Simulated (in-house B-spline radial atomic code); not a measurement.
**Os⁵⁰⁺: ionisation energy by several methods**

How far do functionals differ on the ionisation energy of Os⁵⁰⁺? Each run solves Os⁵⁰⁺ and then the next ion ([Ar] 3d7).

The numbers are computed with in-house B-spline radial atomic code version 1 (Dirac-Coulomb, several functionals; spherical all-electron atom at the radial basis limit), except any that are marked as measured or tabulated.

**1. The system**

| Quantity | Value |
| --- | --- |
| element | osmium (Z = 76) |
| charge | +50 |
| electrons | 26 |
| configuration | [Ar] 3d8 |
| nucleus | Fermi, rms radius 5.413 fm |

The outer shells:

[Ar] 3d8
```
[Ar] core
3d [↑↓][↑↓][↑↓][↑ ][↑ ]
```

The boxes only draw the filling; these runs are spin-restricted and spherical.

**2. RPBE, a GGA**

Input settings:

```ini
Z = 76
electrons = 26.0
configuration = [Ar] 3d8
hamiltonian = dirac
method = rpbe,pbe
spin_polarised = False
nucleus = fermi
rms_radius = 5.4126
mass_number = 192
atomic_mass = 191.961478765
speed_of_light = 137.035999084
```

**3. LDA (PW92)**

Settings: those of step 2 with these lines changed.

```diff
@@ -4,3 +4,3 @@
 hamiltonian = dirac
-method = rpbe,pbe
+method = lda,pw
 spin_polarised = False
```

**4. LDA (VWN5)**

Settings: those of step 3 with these lines changed.

```diff
@@ -4,3 +4,3 @@
 hamiltonian = dirac
-method = lda,pw
+method = lda,vwn
 spin_polarised = False
```

**5. BP86, a GGA**

Settings: those of step 4 with these lines changed.

```diff
@@ -4,3 +4,3 @@
 hamiltonian = dirac
-method = lda,vwn
+method = b88,p86
 spin_polarised = False
```

The tabulated ionisation energy is 4635 ± 4 eV (tabulated theoretical; NIST Atomic Spectra Database). What does each method give, and which comes nearest?

As calculated:

| method | rung | total energy (hartree) | ΔSCF (eV) | with Breit, QED, recoil (eV) | −ε highest (eV) | corrected ΔSCF less tabulated (eV) |
| --- | --- | --- | --- | --- | --- | --- |
| LDA (PW92) | LDA | -15269.7812 | 4676.20 | 4672.49 | 4575.72 (3d5/2) | +37.49 |
| LDA (VWN5) | LDA | -15269.7917 | 4676.21 | 4672.50 | 4575.74 (3d5/2) | +37.50 |
| RPBE | GGA | -15280.9547 | 4676.81 | 4673.10 | 4576.38 (3d5/2) | +38.10 |
| BP86 | GGA | -15282.0466 | 4677.24 | 4673.53 | 4576.78 (3d5/2) | +38.53 |

What this shows: Tables give 4635 ± 4 eV (tabulated theoretical; NIST Atomic Spectra Database) for the ionisation energy. LDA (PW92) misses by +37.49 eV, the least, and BP86 by +38.53 eV (0.83 %), the most. All methods miss on the same side by much the same amount, which points to something that they share. Open shells are averaged (over orientations, and over spins where the run is restricted), while tables refer to the lowest levels.
